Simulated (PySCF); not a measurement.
# [La(NH3)3]3+: forces at shaken geometries

How stiff is [La(NH3)3]3+? Its atoms are displaced at random by several amounts. It is a constructed species; whether it can be made isn't addressed.

The runs use PySCF 2.14.0; PBE0, La lcecp-1-SVP with ECP46, N def2-SVP, H def2-SVP; scalar-relativistic core potentials, no spin–orbit coupling.

3 further runs of the same task are left out: 2 for a known fault of the program, 1 that didn't finish.

## 1. The starting structure

13 atoms, charge 3, spin multiplicity 1.

Bond lengths: La1–N2 2.564 Å, La1–N6 2.564 Å, La1–N10 2.564 Å, N2–H3 1.036 Å, N2–H4 1.036 Å, N2–H5 1.035 Å, N6–H7 1.036 Å, N6–H8 1.036 Å, N6–H9 1.035 Å, N10–H11 1.036 Å, N10–H12 1.036 Å, N10–H13 1.035 Å. Angles: N2–La1–N6 120.0°, N2–La1–N10 120.0°, N6–La1–N10 120.0°, La1–N2–H3 115.7°, La1–N2–H4 115.5°, La1–N2–H5 115.8°, H3–N2–H4 102.5°, H3–N2–H5 102.8°, H4–N2–H5 102.6°, La1–N6–H7 115.7°, La1–N6–H8 115.5°, La1–N6–H9 115.8°, H7–N6–H8 102.5°, H7–N6–H9 102.7°, H8–N6–H9 102.6°, La1–N10–H11 115.7°, La1–N10–H12 115.5°, La1–N10–H13 115.8° and more.

Coordinates:

| atom | x (Å) | y (Å) | z (Å) |
| --- | --- | --- | --- |
| La1 | 0.0000 | 0.0000 | -0.0132 |
| N2 | 2.5638 | 0.0008 | 0.0137 |
| H3 | 3.0066 | -0.6506 | 0.6862 |
| H4 | 3.0188 | -0.2560 | -0.8811 |
| H5 | 3.0111 | 0.9058 | 0.2438 |
| N6 | -1.2826 | 2.2199 | 0.0137 |
| H7 | -0.9398 | 2.9291 | 0.6862 |
| H8 | -1.2877 | 2.7424 | -0.8811 |
| H9 | -2.2900 | 2.1548 | 0.2438 |
| N10 | -1.2812 | -2.2207 | 0.0137 |
| H11 | -2.0668 | -2.2785 | 0.6862 |
| H12 | -1.7311 | -2.4864 | -0.8811 |
| H13 | -0.7211 | -3.0606 | 0.2438 |

Formal oxidation states: La +3. The 4f shell is empty and lies in the core potential. An earlier session relaxed this geometry at PBE0, La lcecp-1-SVP with ECP46, N def2-SVP, H def2-SVP (singlet, point group C3).

Its energy there is -199.942468 Eh.

## 2. Atoms moved at random, σ = 0.15 Å

Contents of run.py (the lines that set the calculation):

```python
mol = gto.M(atom='''
La     0.24694     0.00840     0.17319
N      2.47802     0.24163    -0.09413
H      2.88160    -0.64532     0.80543
H      3.33971    -0.33543    -0.98340
H      2.86550     1.17239     0.32843
N     -1.30386     2.11297    -0.02148
H     -1.11513     2.88808     0.78822
H     -1.20895     2.62505    -0.87471
H     -2.43892     2.13685     0.15313
N     -1.28327    -2.25060    -0.23907
H     -2.27743    -2.35993     0.82261
H     -1.62034    -2.49985    -0.97317
H     -0.56387    -3.09424     0.28949''',
    basis={'La': 'lcecp-1-SVP', 'N': 'def2-SVP', 'H': 'def2-SVP'},
    ecp={'La': 'lcecp-1-SVP'},
    charge=3, spin=0)
mf = dft.RKS(mol, xc='PBE0')
mf.grids.atom_grid = (50, 194)  # f atoms: unpruned, at least (60, 302)
mf = mf.density_fit()  # fitting sets: La AutoAux, N def2-universal-JKFIT, H def2-universal-JKFIT
mf.conv_tol = 1e-08; mf.max_cycle = 55
mf.kernel(dm0)  # dm0: the density of the relaxed state
```

The run is started by

```bash
OMP_NUM_THREADS=2 python run.py
```

Log:

```text
init E= -198.528462167241
  HOMO = -1.0410057614205  LUMO = -0.781546415292326  gap/eV = 7.06025
cycle= 1 E= -199.589434131072  delta_E= -1.06  |g|= 0.626  |ddm|= 0.937
  HOMO = -0.72351937563273  LUMO = -0.567406017242055  gap/eV = 4.24806
cycle= 2 E= -199.427081051868  delta_E= 0.162  |g|= 1.02  |ddm|= 1.21
  HOMO = -0.81093106273461  LUMO = -0.572024731923564  gap/eV = 6.50097
cycle= 3 E= -199.683932136505  delta_E= -0.257  |g|= 0.0794  |ddm|= 0.797
  HOMO = -0.807687327582205  LUMO = -0.57817208148838  gap/eV = 6.24543
cycle= 4 E= -199.685452202925  delta_E= -0.00152  |g|= 0.0261  |ddm|= 0.0865
  HOMO = -0.811759187371258  LUMO = -0.579060895481175  gap/eV = 6.33204
cycle= 5 E= -199.685576781306  delta_E= -0.000125  |g|= 0.0123  |ddm|= 0.0268
  HOMO = -0.810502506334629  LUMO = -0.57934859769391  gap/eV = 6.29002
cycle= 6 E= -199.685611141357  delta_E= -3.44e-05  |g|= 0.00271  |ddm|= 0.0111
  HOMO = -0.810863231880209  LUMO = -0.579229754548113  gap/eV = 6.30307
cycle= 7 E= -199.685612801741  delta_E= -1.66e-06  |g|= 0.00116  |ddm|= 0.00312
  HOMO = -0.810845621304747  LUMO = -0.57922340274954  gap/eV = 6.30276
cycle= 8 E= -199.685613113825  delta_E= -3.12e-07  |g|= 0.000184  |ddm|= 0.00098
  HOMO = -0.810859800668922  LUMO = -0.579244562176662  gap/eV = 6.30257
cycle= 9 E= -199.685613125591  delta_E= -1.18e-08  |g|= 2.48e-05  |ddm|= 0.000256
  HOMO = -0.810857170775368  LUMO = -0.579243440254215  gap/eV = 6.30253
cycle= 10 E= -199.685613125888  delta_E= -2.97e-10  |g|= 5.46e-06  |ddm|= 4.98e-05
  HOMO = -0.810856890081762  LUMO = -0.579243792194819  gap/eV = 6.30251
Extra cycle  E= -199.685613125892  delta_E= -3.69e-12  |g|= 6.49e-06  |ddm|= 1.46e-05
converged SCF energy = -199.685613125892
```

Run time: 6.7 s. Hardware: 2 threads of Intel Xeon Platinum 8488C (Sapphire Rapids), shared host.

Result: E = -199.685613 Eh (+6.989 eV from the relaxed state), HOMO -22.06 eV, LUMO -15.76 eV, Mulliken charge on La1 +1.82 e, largest force component 19.863 eV/Å. The large-core potential holds the 4f shell empty.

| atom | Fx | Fy | Fz (eV/Å) |
| --- | --- | --- | --- |
| La1 | -4.026 | -0.535 | -0.272 |
| N2 | 6.615 | -4.394 | 1.113 |
| H3 | -1.120 | 3.339 | -2.877 |
| H4 | -2.892 | 2.811 | 2.907 |
| H5 | 0.213 | -1.603 | -1.209 |
| N6 | -2.652 | 1.341 | 4.423 |
| H7 | -0.057 | -1.857 | -2.304 |
| H8 | 0.103 | 0.934 | -1.254 |
| H9 | 3.068 | -0.635 | -0.842 |
| N10 | 6.553 | 2.656 | 19.863 |
| H11 | 3.179 | 0.350 | -4.361 |
| H12 | -6.020 | -4.955 | -12.424 |
| H13 | -2.962 | 2.546 | -2.763 |

## 3. Atoms moved at random, σ = 0.1 Å

Contents of run.py (the lines that set the calculation):

```python
mol = gto.M(atom='''
La     0.07457     0.03665    -0.06236
N      2.59571    -0.09111     0.02590
H      2.95265    -0.82332     0.59328
H      3.01969    -0.23169    -0.81054
H      3.06820     0.80667     0.19730
N     -1.39264     2.19763    -0.01106
H     -1.09362     3.02488     0.72933
H     -1.36687     2.83911    -0.81604
H     -2.25439     2.17275     0.17589
N     -1.03916    -2.19024     0.03277
H     -2.01205    -2.18618     0.64791
H     -1.90945    -2.53643    -0.88158
H     -0.64264    -3.01873     0.35374''',
    basis={'La': 'lcecp-1-SVP', 'N': 'def2-SVP', 'H': 'def2-SVP'},
    ecp={'La': 'lcecp-1-SVP'},
    charge=3, spin=0)
mf = dft.RKS(mol, xc='PBE0')
mf.grids.atom_grid = (50, 194)  # f atoms: unpruned, at least (60, 302)
mf = mf.density_fit()  # fitting sets: La AutoAux, N def2-universal-JKFIT, H def2-universal-JKFIT
mf.conv_tol = 1e-08; mf.max_cycle = 55
mf.kernel(dm0)  # dm0: the density of the relaxed state
```

The run is started by

```bash
OMP_NUM_THREADS=2 python run.py
```

Log:

```text
init E= -199.665301673019
  HOMO = -0.881910499949342  LUMO = -0.623016804545717  gap/eV = 7.04486
cycle= 1 E= -199.822092711397  delta_E= -0.157  |g|= 0.264  |ddm|= 0.537
  HOMO = -0.826134087570995  LUMO = -0.582768923445031  gap/eV = 6.62230
cycle= 2 E= -199.805400043564  delta_E= 0.0167  |g|= 0.387  |ddm|= 0.521
  HOMO = -0.869131572334902  LUMO = -0.583084368139214  gap/eV = 7.78374
cycle= 3 E= -199.840083093284  delta_E= -0.0347  |g|= 0.0348  |ddm|= 0.299
  HOMO = -0.869258698667831  LUMO = -0.583724259813883  gap/eV = 7.76979
cycle= 4 E= -199.840366337772  delta_E= -0.000283  |g|= 0.00852  |ddm|= 0.034
  HOMO = -0.869284525531313  LUMO = -0.584046796365911  gap/eV = 7.76171
cycle= 5 E= -199.840380274393  delta_E= -1.39e-05  |g|= 0.00367  |ddm|= 0.0092
  HOMO = -0.869324607805972  LUMO = -0.584159672543098  gap/eV = 7.75973
cycle= 6 E= -199.840383237016  delta_E= -2.96e-06  |g|= 0.000513  |ddm|= 0.00309
  HOMO = -0.869282123243538  LUMO = -0.584115573876942  gap/eV = 7.75978
cycle= 7 E= -199.840383303514  delta_E= -6.65e-08  |g|= 0.000125  |ddm|= 0.000618
  HOMO = -0.869305499014149  LUMO = -0.584115107065888  gap/eV = 7.76043
cycle= 8 E= -199.840383306418  delta_E= -2.9e-09  |g|= 6.67e-05  |ddm|= 0.000148
  HOMO = -0.869288352461654  LUMO = -0.584120412349706  gap/eV = 7.75981
Extra cycle  E= -199.840383305665  delta_E= 7.53e-10  |g|= 9.02e-05  |ddm|= 0.000127
converged SCF energy = -199.840383305665
```

Run time: 6.5 s. Hardware: 2 threads of Intel Xeon Platinum 8488C (Sapphire Rapids), shared host.

Read off: E = -199.840383 Eh (+2.778 eV from the relaxed state), HOMO -23.65 eV, LUMO -15.89 eV, Mulliken charge on La1 +1.96 e, largest force component 10.894 eV/Å. The large-core potential holds the 4f shell empty.

| atom | Fx | Fy | Fz (eV/Å) |
| --- | --- | --- | --- |
| La1 | -0.420 | 0.133 | -0.077 |
| N2 | -2.634 | 2.294 | 1.810 |
| H3 | 1.029 | -0.914 | 1.429 |
| H4 | 1.771 | -1.364 | -4.426 |
| H5 | 0.197 | 0.058 | 1.182 |
| N6 | 10.894 | 3.442 | 0.203 |
| H7 | -0.527 | -2.527 | -1.617 |
| H8 | 0.042 | -0.270 | -0.676 |
| H9 | -10.160 | -0.851 | 2.096 |
| N10 | -8.365 | 1.715 | -2.302 |
| H11 | 2.901 | 0.275 | -0.688 |
| H12 | 3.912 | 0.828 | 2.512 |
| H13 | 1.360 | -2.820 | 0.554 |

## 4. Atoms moved at random, σ = 0.03 Å

Contents of run.py (the lines that set the calculation):

```python
mol = gto.M(atom='''
La    -0.03074    -0.00839    -0.01774
N      2.55371    -0.01641     0.03651
H      3.02045    -0.69454     0.63593
H      2.98946    -0.23851    -0.88236
H      2.99712     0.93148     0.27162
N     -1.26045     2.20589    -0.01977
H     -0.93734     2.93461     0.71855
H     -1.22654     2.71216    -0.89808
H     -2.30755     2.18286     0.23768
N     -1.31170    -2.23199     0.01761
H     -2.04924    -2.28618     0.68628
H     -1.74326    -2.43686    -0.86535
H     -0.69393    -3.05411     0.25364''',
    basis={'La': 'lcecp-1-SVP', 'N': 'def2-SVP', 'H': 'def2-SVP'},
    ecp={'La': 'lcecp-1-SVP'},
    charge=3, spin=0)
mf = dft.RKS(mol, xc='PBE0')
mf.grids.atom_grid = (50, 194)  # f atoms: unpruned, at least (60, 302)
mf = mf.density_fit()  # fitting sets: La AutoAux, N def2-universal-JKFIT, H def2-universal-JKFIT
mf.conv_tol = 1e-08; mf.max_cycle = 55
mf.kernel(dm0)  # dm0: the density of the relaxed state
```

The run is started by

```bash
OMP_NUM_THREADS=2 python run.py
```

Log:

```text
init E= -199.894899651953
  HOMO = -0.86292521758843  LUMO = -0.595278225886724  gap/eV = 7.28305
cycle= 1 E= -199.933066991393  delta_E= -0.0382  |g|= 0.0587  |ddm|= 0.155
  HOMO = -0.860009431867014  LUMO = -0.587415456923874  gap/eV = 7.41766
cycle= 2 E= -199.932627992415  delta_E= 0.000439  |g|= 0.0786  |ddm|= 0.118
  HOMO = -0.864670645188944  LUMO = -0.587253646781519  gap/eV = 7.54890
cycle= 3 E= -199.934007842259  delta_E= -0.00138  |g|= 0.00596  |ddm|= 0.061
  HOMO = -0.864593136958327  LUMO = -0.58740868115178  gap/eV = 7.54257
cycle= 4 E= -199.934015562082  delta_E= -7.72e-06  |g|= 0.00114  |ddm|= 0.00547
  HOMO = -0.864603826919661  LUMO = -0.58745420397838  gap/eV = 7.54163
cycle= 5 E= -199.934015845942  delta_E= -2.84e-07  |g|= 0.000496  |ddm|= 0.00138
  HOMO = -0.864581270089846  LUMO = -0.587457215702164  gap/eV = 7.54093
cycle= 6 E= -199.934015898804  delta_E= -5.29e-08  |g|= 0.000148  |ddm|= 0.000488
  HOMO = -0.864586118572992  LUMO = -0.587452428891078  gap/eV = 7.54119
cycle= 7 E= -199.934015903963  delta_E= -5.16e-09  |g|= 2.28e-05  |ddm|= 0.000142
  HOMO = -0.864588069380293  LUMO = -0.587453270795648  gap/eV = 7.54122
Extra cycle  E= -199.934015904008  delta_E= -4.52e-11  |g|= 2.21e-05  |ddm|= 4.38e-05
converged SCF energy = -199.934015904008
```

It took 6.1 s on 2 threads of Intel Xeon Platinum 8488C (Sapphire Rapids), shared host.

It gives: E = -199.934016 Eh (+0.230 eV from the relaxed state), HOMO -23.53 eV, LUMO -15.99 eV, Mulliken charge on La1 +1.93 e, largest force component 2.660 eV/Å. The large-core potential holds the 4f shell empty.

| atom | Fx | Fy | Fz (eV/Å) |
| --- | --- | --- | --- |
| La1 | 0.249 | -0.088 | 0.055 |
| N2 | 0.105 | 1.509 | -0.663 |
| H3 | 0.304 | -0.275 | 0.656 |
| H4 | -0.109 | 0.133 | 0.103 |
| H5 | -0.443 | -1.340 | -0.139 |
| N6 | -1.071 | 0.661 | 2.660 |
| H7 | -0.274 | -1.057 | -1.321 |
| H8 | -0.085 | 0.588 | -0.700 |
| H9 | 1.357 | -0.064 | -0.639 |
| N10 | 2.504 | 0.227 | 0.366 |
| H11 | -1.313 | -0.182 | 1.084 |
| H12 | -0.568 | -0.589 | -1.095 |
| H13 | -0.654 | 0.478 | -0.368 |

## 5. Results

| σ (Å) | energy rise (eV) | harmonic estimate −½ F·u (eV) | largest force component (eV/Å) |
| --- | --- | --- | --- |
| 0.15 | 6.989 | 6.199 | 19.86 |
| 0.1 | 2.778 | 2.660 | 10.89 |
| 0.03 | 0.230 | 0.227 | 2.66 |

Every displacement raises the energy. For a harmonic well the rise equals −½ F·u; the two differ by at most 11 % here (a move with σ = 0.15 Å), from anharmonicity, the grid and the small forces left at the relaxed point. These are double-zeta-type bases without diffuse functions. Spin–orbit coupling is left out.
